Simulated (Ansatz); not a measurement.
This script for a rigid scan of one bond length of CH5GeNS, SMILES [NH2][GeH2][CH]=S with Ansatz 0.2.0 through its Python package holds a mistake.

`ch5gens_scan.py`
```python
import warnings

import ansatz as az
import numpy as np

GEOMETRY = '''
N    -0.55870    1.06320   -1.16190
Ge    0.56760   -0.14100   -0.44410
C    -0.11890   -0.71420    1.25170
S     0.72510   -1.66850    2.02460
H    -1.53940    0.63710   -1.24190
H    -0.69320    1.89910   -0.48030
H     0.71190   -1.35640   -1.38790
H     2.00520    0.53010   -0.27280
H    -1.01120   -0.29580    1.69540
'''


def main() -> None:
    warnings.simplefilter('ignore', az.DeckWarning)

    molecule = az.Crystal.molecule()
    for line in GEOMETRY.strip().splitlines():
        symbol, *xyz = line.split()
        molecule = molecule.atom(symbol, [float(v) for v in xyz])

    symbols = [site.symbol for site in molecule.cartesian_sites]
    start = np.array([site.position_ang for site in molecule.cartesian_sites])
    axis = (start[4] - start[0]) / np.linalg.norm(start[4] - start[0])
    moving = [4]
    lengths, energies = [0.944, 0.986, 1.029, 1.072, 1.115, 1.158, 1.201, 1.265], []
    for length in lengths:
        xyz = start.copy()
        xyz[moving] += (length - np.linalg.norm(start[4] - start[0])) * axis
        point = az.Crystal.molecule()
        for symbol, place in zip(symbols, xyz):
            point = point.atom(symbol, place.tolist())
        job = (
            point.calculation()
            .basis(gaussian='def2-SVP')
            .functional('hf')
        )
        data = job.report
        energies.append(data['free_energy_ev'])
        print(f'r = {length:6.3f} A  E = {energies[-1]:.5f} eV  <S^2> = {abs(data["mean_field"]["state"]["spin_squared"]):.3f}')

    fit = np.polynomial.Polynomial.fit(lengths, np.array(energies) - min(energies), 4).convert()
    roots = [r.real for r in fit.deriv().roots() if abs(r.imag) < 1e-9 and fit.deriv(2)(r.real) > 0]
    r_e = min(roots, key=lambda r: abs(r - lengths[int(np.argmin(energies))]))
    print(f'minimum of the fit at {r_e:.4f} A, force constant {fit.deriv(2)(r_e):.2f} eV/A^2')


if __name__ == '__main__':
    main()
```

`python ch5gens_scan.py` gives:
```text
Traceback (most recent call last):
  File "ch5gens_scan.py", line 54, in <module>
    main()
    ~~~~^^
  File "ch5gens_scan.py", line 43, in main
    data = job.report
           ^^^^^^^^^^
AttributeError: 'Calculation' object has no attribute 'report'
```

Why does it end like this?

The fault: the calculation is never run. The correction:

`ch5gens_scan.py`:
```python
import warnings

import ansatz as az
import numpy as np

GEOMETRY = '''
N    -0.55870    1.06320   -1.16190
Ge    0.56760   -0.14100   -0.44410
C    -0.11890   -0.71420    1.25170
S     0.72510   -1.66850    2.02460
H    -1.53940    0.63710   -1.24190
H    -0.69320    1.89910   -0.48030
H     0.71190   -1.35640   -1.38790
H     2.00520    0.53010   -0.27280
H    -1.01120   -0.29580    1.69540
'''


def main() -> None:
    warnings.simplefilter('ignore', az.DeckWarning)

    molecule = az.Crystal.molecule()
    for line in GEOMETRY.strip().splitlines():
        symbol, *xyz = line.split()
        molecule = molecule.atom(symbol, [float(v) for v in xyz])

    symbols = [site.symbol for site in molecule.cartesian_sites]
    start = np.array([site.position_ang for site in molecule.cartesian_sites])
    axis = (start[4] - start[0]) / np.linalg.norm(start[4] - start[0])
    moving = [4]
    lengths, energies = [0.944, 0.986, 1.029, 1.072, 1.115, 1.158, 1.201, 1.265], []
    for length in lengths:
        xyz = start.copy()
        xyz[moving] += (length - np.linalg.norm(start[4] - start[0])) * axis
        point = az.Crystal.molecule()
        for symbol, place in zip(symbols, xyz):
            point = point.atom(symbol, place.tolist())
        job = (
            point.calculation()
            .basis(gaussian='def2-SVP')
            .functional('hf')
        )
        data = job.run(threads=1).report
        energies.append(data['free_energy_ev'])
        print(f'r = {length:6.3f} A  E = {energies[-1]:.5f} eV  <S^2> = {abs(data["mean_field"]["state"]["spin_squared"]):.3f}')

    fit = np.polynomial.Polynomial.fit(lengths, np.array(energies) - min(energies), 4).convert()
    roots = [r.real for r in fit.deriv().roots() if abs(r.imag) < 1e-9 and fit.deriv(2)(r.real) > 0]
    r_e = min(roots, key=lambda r: abs(r - lengths[int(np.argmin(energies))]))
    print(f'minimum of the fit at {r_e:.4f} A, force constant {fit.deriv(2)(r_e):.2f} eV/A^2')


if __name__ == '__main__':
    main()
```

After the fix:

```console
$ python ch5gens_scan.py
r =  0.944 A  E = -69867.97383 eV  <S^2> = 0.000
r =  0.986 A  E = -69868.07600 eV  <S^2> = 0.000
r =  1.029 A  E = -69868.07824 eV  <S^2> = 0.000
r =  1.072 A  E = -69868.00130 eV  <S^2> = 0.000
r =  1.115 A  E = -69867.86447 eV  <S^2> = 0.000
r =  1.158 A  E = -69867.68283 eV  <S^2> = 0.000
r =  1.201 A  E = -69867.46822 eV  <S^2> = 0.000
r =  1.265 A  E = -69867.10713 eV  <S^2> = 0.000
minimum of the fit at 1.0084 A, force constant 48.69 eV/A^2
```

What to keep in mind:
- Total energies depend on the basis set; only differences at equal settings carry meaning.
- The rest of the molecule is held rigid at a force-field or estimated start geometry, and the basis set is modest; single-reference methods fail as a bond breaks.
- Hartree-Fock leaves correlation out, so bond, atomisation and ionisation energies come out well too low.
- The orbitals are restricted, so S² is zero by construction.
- Run time: 6.9 s on 1 thread of AMD EPYC 9R45 (Zen 5), with other jobs on the host, peak memory 0.27 GiB.
